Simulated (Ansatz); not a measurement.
**ClF₂H₁₁Si₄ (built from SMILES Cl.F.F[Si]([SiH3])([SiH3])[SiH3]): search for a transition state**

Wanted: the transition state of a ligand exchange through a proton shuttle (form Si1–Cl7, H6–F9, Si2–H8 and break Si1–Si2, H6–Cl7, H8–F9). The guess is relaxed with those distances held, a saddle search follows, and vibrations and two downhill relaxations check it.

Program: Ansatz 0.2.0, Gaussian basis. Level of theory: PBE0-D4, def2-SVP first, then def2-TZVP. These are calculated values, not measurements.

190 further runs of the same task are left out: 190 set aside as unsound or not needed. Runs told in other sessions of the task aren't counted.

## Step 1: The starting structure

The guess: 18 atoms, charge 0, spin multiplicity 1.

Atoms are counted from 1 here; the program's logs count them from 0.

Bond lengths: Si1–Si3 2.343 Å, Si1–Si4 2.341 Å, Si1–F5 1.636 Å, Si2–H10 1.465 Å, Si2–H11 1.469 Å, Si2–H12 1.468 Å, Si3–H13 1.476 Å, Si3–H14 1.459 Å, Si3–H15 1.456 Å, Si4–H16 1.468 Å, Si4–H17 1.466 Å, Si4–H18 1.464 Å, H6–Cl7 1.284 Å. Angles: Si3–Si1–Si4 126.7°, Si3–Si1–F5 105.6°, Si4–Si1–F5 102.8°, H10–Si2–H11 107.0°, H10–Si2–H12 105.2°, H11–Si2–H12 106.4°, Si1–Si3–H13 105.4°, Si1–Si3–H14 109.7°, Si1–Si3–H15 114.1°, H13–Si3–H14 106.7°, H13–Si3–H15 107.5°, H14–Si3–H15 112.9°, Si1–Si4–H16 112.2°, Si1–Si4–H17 108.1°, Si1–Si4–H18 113.7°, H16–Si4–H17 107.4°, H16–Si4–H18 107.2°, H17–Si4–H18 108.0°.

Geometry (Å):

| atom | x (Å) | y (Å) | z (Å) |
| --- | --- | --- | --- |
| Si1 | -0.4189 | -0.3288 | -0.5489 |
| Si2 | -0.4236 | 0.5331 | 1.9330 |
| Si3 | 1.6047 | -0.8625 | -1.6019 |
| Si4 | -2.3658 | -1.6286 | -0.5203 |
| F5 | -0.9228 | 1.0647 | -1.2433 |
| H6 | 2.1186 | 2.7718 | 0.2722 |
| Cl7 | 1.7389 | 3.9951 | 0.3544 |
| H8 | 0.9636 | 0.7355 | 0.8102 |
| F9 | 2.0912 | 0.9619 | 0.3244 |
| H10 | -1.7826 | 1.0748 | 1.8642 |
| H11 | -0.5145 | -0.7672 | 2.6104 |
| H12 | 0.3004 | 1.4265 | 2.8451 |
| H13 | 1.2563 | -1.8472 | -2.6453 |
| H14 | 2.4846 | -1.5441 | -0.6579 |
| H15 | 2.2471 | 0.2649 | -2.2614 |
| H16 | -2.8618 | -1.9155 | -1.8717 |
| H17 | -2.0457 | -2.9130 | 0.1102 |
| H18 | -3.4695 | -1.0213 | 0.2265 |

Distances that are to change: Si1–Cl7 4.92 Å, H6–F9 1.81 Å, Si2–H8 1.80 Å, Si1–Si2 2.63 Å, H6–Cl7 1.28 Å, H8–F9 1.25 Å.

## Step 2: Constrained relaxation of the guess

hold/in.yaml

```yaml
crystal:
  periodic: [false, false, false]
  atoms:
    - {symbol: Si, position_ang: [-0.418900, -0.328800, -0.548900]}
    - {symbol: Si, position_ang: [-0.423600, 0.533100, 1.933000]}
    - {symbol: Si, position_ang: [1.604700, -0.862500, -1.601900]}
    - {symbol: Si, position_ang: [-2.365800, -1.628600, -0.520300]}
    - {symbol: F, position_ang: [-0.922800, 1.064700, -1.243300]}
    - {symbol: H, position_ang: [2.118600, 2.771800, 0.272200]}
    - {symbol: Cl, position_ang: [1.738900, 3.995100, 0.354400]}
    - {symbol: H, position_ang: [0.963600, 0.735500, 0.810200]}
    - {symbol: F, position_ang: [2.091200, 0.961900, 0.324400]}
    - {symbol: H, position_ang: [-1.782600, 1.074800, 1.864200]}
    - {symbol: H, position_ang: [-0.514500, -0.767200, 2.610400]}
    - {symbol: H, position_ang: [0.300400, 1.426500, 2.845100]}
    - {symbol: H, position_ang: [1.256300, -1.847200, -2.645300]}
    - {symbol: H, position_ang: [2.484600, -1.544100, -0.657900]}
    - {symbol: H, position_ang: [2.247100, 0.264900, -2.261400]}
    - {symbol: H, position_ang: [-2.861800, -1.915500, -1.871700]}
    - {symbol: H, position_ang: [-2.045700, -2.913000, 0.110200]}
    - {symbol: H, position_ang: [-3.469500, -1.021300, 0.226500]}
basis:
  gaussian: {orbitals: def2-SVP}
hamiltonian: {xc: pbe0, dispersion: d4}
relax: {f_tol: 0.04, max_steps: 150, escape_saddle: false, constraints: [{distance: [0, 6]}, {distance: [5, 8]}, {distance: [1, 7]}, {distance: [0, 1]}, {distance: [5, 6]}, {distance: [7, 8]}]}
```

The run is started by

```bash
$ ansatz run in.yaml --threads 4 --pin off --events-out ev --progress --plain --max-ram 66560MiB --backend cuda --devices 0, --max-vram 37GiB
```

The runs that follow: Force constants to start from; Saddle search in the small basis; Saddle search in triple zeta; Checking the order of the point; Relaxing after a step of 0.30 Å one way along the mode; Relaxing after a step of 0.30 Å the other way along the mode.

What does the calculation give? Wanted: imaginary mode; barrier from the start side; barrier from the end side; energy of the step; pairs that change; zero-point energy at the saddle.

The runs gave:

```
                       quantity                                                       value
                 imaginary mode                                                  1025i cm⁻¹
    barrier from the start side                                                159.6 kJ/mol
      barrier from the end side                                                265.8 kJ/mol
             energy of the step                                               -106.1 kJ/mol
              pairs that change  Si1–F9 formed, Si2–H8 formed, Si1–Si2 broken, H8–F9 broken
zero-point energy at the saddle                                                    2.574 eV
```

What this shows: The point has a single imaginary mode (1025i cm⁻¹), as a transition state must. The two relaxations don't end on the planned structures: the search found another step. At PBE0-D4/def2-TZVP the electronic barrier is 159.6 kJ/mol, about 64 kT at 298 K, and the step runs 106.1 kJ/mol downhill. The barrier is thin enough for tunnelling; the leading (Wigner) term alone is a factor of 2.0 at 298 K. A step off the saddle overshot and began above it in energy, so the link to its end is likely but not proven.
